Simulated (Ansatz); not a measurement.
**ZrH3+ (triplet): wave-function methods side by side, def2-TZVPP**

One table from this session's results is given with a row withheld; the runs are named, their logs left out.

Program: Ansatz 0.2.0, Gaussian basis. Level of theory: def2-TZVPP, core rule «outside noble gas», up to 4 orbitals frozen. These are calculated values, not measurements.

The runs, in order: UHF; ROHF; CCSD(T) on UHF.

2 further runs of the same task are left out: 2 set aside as unsound or not needed.

### What is computed

The geometry is a PBE0/def2-TZVP stationary point (not a proven minimum) of the parent state, kept for this charge and spin. No spin-orbit coupling is included. Elements past krypton take def2 core potentials.

4 atoms, charge 1, spin multiplicity 3.

Atoms are counted from 1 here; the program's logs count them from 0.

Bond lengths: Zr1–H2 1.860 Å, Zr1–H3 1.860 Å, Zr1–H4 1.860 Å. Angles: H2–Zr1–H3 120.0°, H2–Zr1–H4 120.0°, H3–Zr1–H4 120.0°.

The first run:

Input file in.yaml:

```yaml
crystal:
  periodic: [false, false, false]
  atoms:
    - {symbol: Zr, position_ang: [0.000000, 0.000000, 0.000000]}
    - {symbol: H, position_ang: [1.859864, 0.018007, 0.007700]}
    - {symbol: H, position_ang: [-0.945522, 1.601699, -0.004900]}
    - {symbol: H, position_ang: [-0.914341, -1.619706, -0.002800]}
basis:
  gaussian: {orbitals: def2-TZVPP}
total_charge: 1
magnetization: {spin_polarized: true, initial_magnetization: 2}
hamiltonian: {xc: hf}
output: {orbitals: {seedname: orbitals}}
```

Run with:

```bash
$ ansatz run in.yaml --threads 1 --pin off --events-out ev --progress --plain --max-ram 4096MiB --backend cpu
```

Steps of the session up to this table: UHF; ROHF; CCSD(T) on UHF.

One of the session's tables, all rows but one given; the rest of the session is left out.

| method | from UCCSD(T) (meV) |
| --- | --- |
| ROHF | +2823.6 |
| UHF | +2736.6 |
| UMP2 | +650.5 |
| UCCSD | ? |
| UCCSD(T) | 0 |

**Question.** Estimate the row for UCCSD.

As computed: from UCCSD(T) (meV): +75.7. In the column «from UCCSD(T) (meV)» it lies between UCCSD(T) (0) and UMP2 (+650.5).
